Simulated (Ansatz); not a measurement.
# CH7SiSn radical: small, medium and large basis sets

The task here is to estimate one member of a computed series from the others.

Program: Ansatz 0.2.0, Gaussian basis. Level of theory: one geometry, several basis sets. These are calculated values, not measurements.

Levels to be run: PBE0-D4/def2-SVP; ωB97M-V/def2-SVP; PBE0-D4/def2-QZVPP; ωB97M-V/def2-QZVPP; the functionals' def2-TZVPP values are taken from earlier runs.

## The relaxed structure

All runs share one geometry, relaxed beforehand with PBE0-D4 in a triple-zeta def2 set. Sn takes the def2 core potential; no spin-orbit term is included.

SMILES `[CH3][SnH][SiH3]`, 10 atoms, charge 0, spin multiplicity 2.

Atoms are counted from 1 here; the program's logs count them from 0.

Bond lengths: C1–Sn2 2.159 Å, C1–H4 1.089 Å, C1–H5 1.092 Å, C1–H6 1.090 Å, Sn2–Si3 2.574 Å, Sn2–H7 1.725 Å, Si3–H8 1.487 Å, Si3–H9 1.488 Å, Si3–H10 1.491 Å. Angles: Sn2–C1–H4 110.1°, Sn2–C1–H5 109.0°, Sn2–C1–H6 109.8°, H4–C1–H5 109.3°, H4–C1–H6 109.4°, H5–C1–H6 109.2°, C1–Sn2–Si3 112.1°, C1–Sn2–H7 107.8°, Si3–Sn2–H7 110.9°, Sn2–Si3–H8 109.7°, Sn2–Si3–H9 109.1°, Sn2–Si3–H10 112.6°, H8–Si3–H9 108.6°, H8–Si3–H10 108.5°, H9–Si3–H10 108.2°.

The first run:

The input, in.yaml:

```yaml
crystal:
  periodic: [false, false, false]
  atoms:
    - {symbol: C, position_ang: [-1.388988, 1.225365, -0.644198]}
    - {symbol: Sn, position_ang: [-0.537221, -0.758164, -0.630997]}
    - {symbol: Si, position_ang: [1.360517, -0.986479, 1.092824]}
    - {symbol: H, position_ang: [-1.765298, 1.477025, 0.346563]}
    - {symbol: H, position_ang: [-0.617492, 1.942377, -0.930801]}
    - {symbol: H, position_ang: [-2.205389, 1.270996, -1.364332]}
    - {symbol: H, position_ang: [0.034906, -1.097852, -2.222809]}
    - {symbol: H, position_ang: [1.912788, -2.366374, 1.051097]}
    - {symbol: H, position_ang: [0.815842, -0.733840, 2.453945]}
    - {symbol: H, position_ang: [2.473334, -0.024257, 0.851707]}
basis:
  gaussian: {orbitals: def2-SVP}
magnetization: {spin_polarized: true, initial_magnetization: 1}
hamiltonian: {xc: pbe0, dispersion: d4}
output: {orbitals: {seedname: orbitals}}
```

Steps of the session up to this table: PBE0-D4 in def2-SVP; ωB97M-V in def2-SVP; PBE0-D4 in def2-QZVPP; ωB97M-V in def2-QZVPP.

One table of the session follows, with a row left open; its other results are not shown here.

It belongs to the step «Density functionals: the series». 

| functional | basis | HOMO (eV) | LUMO (eV) |
| --- | --- | --- | --- |
| PBE0-D4 | def2-SVP | -5.64 | -2.76 |
| PBE0-D4 | def2-TZVPP | -5.67 | -2.81 |
| PBE0-D4 | def2-QZVPP | -5.68 | -2.82 |
| ωB97M-V | def2-SVP | -7.54 | -1.04 |
| ωB97M-V | def2-TZVPP | -7.60 | -1.17 |
| ωB97M-V | def2-QZVPP | ? | ? |

Q: Estimate the row for ωB97M-V, def2-QZVPP from the others.

As computed: HOMO (eV): -7.60; LUMO (eV): -1.19.
